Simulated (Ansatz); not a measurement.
**Si₄H₉Cl + HF + HF: a complex and its separated parts**

The complex below is one end of an elementary step. How strongly is it bound against its free parts?

Method: PBE0-D4/def2-TZVP structures, single points in def2-TZVPP, no counterpoise correction; program: Ansatz 0.2.0, Gaussian basis.

Levels: SPW92, PBE-D4, BLYP-D4, r2SCAN-D4, B97M-V, PBE0-D4, B3LYP-D4, r2SCAN0-D4, BHLYP-D4, CAM-B3LYP-D4, wB97X-V, wB97M-V, B2PLYP, PBE-QIDH, RPA on PBE, Hartree-Fock, MP2, CCSD, CCSD(T).

Correlated methods freeze the cores. B3LYP uses VWN-RPA correlation. B2PLYP carries no dispersion term here.

113 further runs of the same task are left out: 113 set aside as unsound or not needed. Runs told in other sessions of the task aren't counted.

### Step 1. Where the work starts

The complex: 18 atoms, charge 0, spin multiplicity 1.

Atoms are counted from 1 here; the program's logs count them from 0.

Bond lengths: Si1–Si2 2.340 Å, Si1–Si3 2.345 Å, Si1–Si4 2.339 Å, Si1–Cl5 2.080 Å, Si2–H10 1.485 Å, Si2–H11 1.486 Å, Si2–H12 1.502 Å, Si3–H13 1.492 Å, Si3–H14 1.481 Å, Si3–H15 1.483 Å, Si4–H16 1.486 Å, Si4–H17 1.486 Å, Si4–H18 1.488 Å, H6–F7 0.932 Å, H8–F9 0.933 Å. Angles: Si2–Si1–Si3 109.6°, Si2–Si1–Si4 109.9°, Si2–Si1–Cl5 104.8°, Si3–Si1–Si4 110.9°, Si3–Si1–Cl5 113.3°, Si4–Si1–Cl5 108.1°, Si1–Si2–H10 112.4°, Si1–Si2–H11 112.1°, Si1–Si2–H12 109.2°, H10–Si2–H11 110.1°, H10–Si2–H12 106.4°, H11–Si2–H12 106.3°, Si1–Si3–H13 103.8°, Si1–Si3–H14 111.3°, Si1–Si3–H15 111.6°, H13–Si3–H14 109.4°, H13–Si3–H15 108.2°, H14–Si3–H15 112.1° and more.

As a file:

```mol
ClF2H11Si4
  3D, bonds by distance, orders not assigned

 18 15  0  0  0  0  0  0  0  0999 V2000
   -0.5077   -0.0777   -0.4652 Si  0  0
   -1.0213   -0.4756    1.7825 Si  0  0
    1.7346   -0.6332   -0.8714 Si  0  0
   -1.9374   -1.3166   -1.8409 Si  0  0
   -0.9197    1.9403   -0.7559 Cl  0  0
    1.9952    2.5518    0.5185 H   0  0
    2.4181    2.3691   -0.2921 F   0  0
    0.5630    1.8759    2.1852 H   0  0
    1.1817    2.5618    2.0539 F   0  0
   -2.4644   -0.2847    2.0766 H   0  0
   -0.5838   -1.8251    2.2250 H   0  0
   -0.2801    0.5101    2.6396 H   0  0
    1.7054   -2.1111   -1.0729 H   0  0
    2.2364    0.0213   -2.1016 H   0  0
    2.5914   -0.3425    0.3033 H   0  0
   -1.6082   -1.0695   -3.2687 H   0  0
   -3.3495   -0.9331   -1.5809 H   0  0
   -1.7538   -2.7612   -1.5350 H   0  0
  1  2  8  0
  1  3  8  0
  1  4  8  0
  1  5  8  0
  2 10  8  0
  2 11  8  0
  2 12  8  0
  3 13  8  0
  3 14  8  0
  3 15  8  0
  4 16  8  0
  4 17  8  0
  4 18  8  0
  6  7  8  0
  8  9  8  0
M  END
```

Its parts: Si₄H₉Cl holds atoms 1, 2, 3, 4, 5, 10, 11, 12, 13, 14, 15, 16, 17, 18; HF holds atoms 6, 7; HF holds atoms 8, 9. Each part counts its atoms afresh in its own runs.

### Step 2. Relaxing Si₄H₉Cl alone

Contents of relax-a/in.yaml:

```yaml
crystal:
  periodic: [false, false, false]
  atoms:
    - {symbol: Si, position_ang: [-0.507667, -0.077732, -0.465159]}
    - {symbol: Si, position_ang: [-1.021337, -0.475571, 1.782450]}
    - {symbol: Si, position_ang: [1.734575, -0.633189, -0.871354]}
    - {symbol: Si, position_ang: [-1.937359, -1.316594, -1.840870]}
    - {symbol: Cl, position_ang: [-0.919724, 1.940260, -0.755913]}
    - {symbol: H, position_ang: [-2.464385, -0.284732, 2.076624]}
    - {symbol: H, position_ang: [-0.583755, -1.825098, 2.225039]}
    - {symbol: H, position_ang: [-0.280096, 0.510147, 2.639593]}
    - {symbol: H, position_ang: [1.705412, -2.111149, -1.072909]}
    - {symbol: H, position_ang: [2.236402, 0.021251, -2.101582]}
    - {symbol: H, position_ang: [2.591429, -0.342530, 0.303274]}
    - {symbol: H, position_ang: [-1.608248, -1.069488, -3.268712]}
    - {symbol: H, position_ang: [-3.349493, -0.933099, -1.580901]}
    - {symbol: H, position_ang: [-1.753782, -2.761184, -1.534956]}
basis:
  gaussian: {orbitals: def2-TZVP}
hamiltonian: {xc: pbe0, dispersion: d4}
relax: {f_tol: 0.005, max_steps: 200}
```

Run with:

```console
ansatz run in.yaml --threads 4 --pin off --events-out ev --progress --plain --max-ram 66560MiB --backend cuda --devices 0, --max-vram 37GiB
```

The runs that follow: Relaxing HF alone; Relaxing HF alone; SPW92/def2-TZVPP; PBE-D4/def2-TZVPP; BLYP-D4/def2-TZVPP; r2SCAN-D4/def2-TZVPP; B97M-V/def2-TZVPP; PBE0-D4/def2-TZVPP; B3LYP-D4/def2-TZVPP; r2SCAN0-D4/def2-TZVPP; BHLYP-D4/def2-TZVPP; CAM-B3LYP-D4/def2-TZVPP; wB97X-V/def2-TZVPP; wB97M-V/def2-TZVPP; B2PLYP/def2-TZVPP; PBE-QIDH/def2-TZVPP; RPA on PBE/def2-TZVPP; CCSD(T)/def2-TZVPP; Vibrations of Si₄H₉Cl; Vibrations of HF; Vibrations of HF.

**Question.** What will these runs give? Wanted: complex less parts, CCSD(T)/def2-TZVPP; with zero-point energy; largest T1 diagnostic.

**Answer**, as computed:

| quantity | value |
| --- | --- |
| complex less parts, CCSD(T)/def2-TZVPP | -7.9 kcal/mol |
| with zero-point energy | -4.9 kcal/mol |
| largest T1 diagnostic | 0.013 |

**Reading.** At CCSD(T) the complex lies 7.9 kcal/mol below its parts. PBE-QIDH is the best functional here (+0.1 kcal/mol from CCSD(T)); SPW92 is the worst (-9.9 kcal/mol). By rung, the mean size of the error is: LDA 9.9, GGA 3.1, meta-GGA 2.8, hybrid 2.0, range-separated hybrid 2.5, double hybrid 0.2 kcal/mol. The double hybrids carry no dispersion term here, unlike the levels marked D4 or V. PBE-D4 gives a relative energy 3.7 kcal/mol too low, outside chemical accuracy (1 kcal/mol). No counterpoise was applied, and triple zeta lacks some correlation, so the CCSD(T) reference has a basis error of its own, and close matches with it are partly luck.
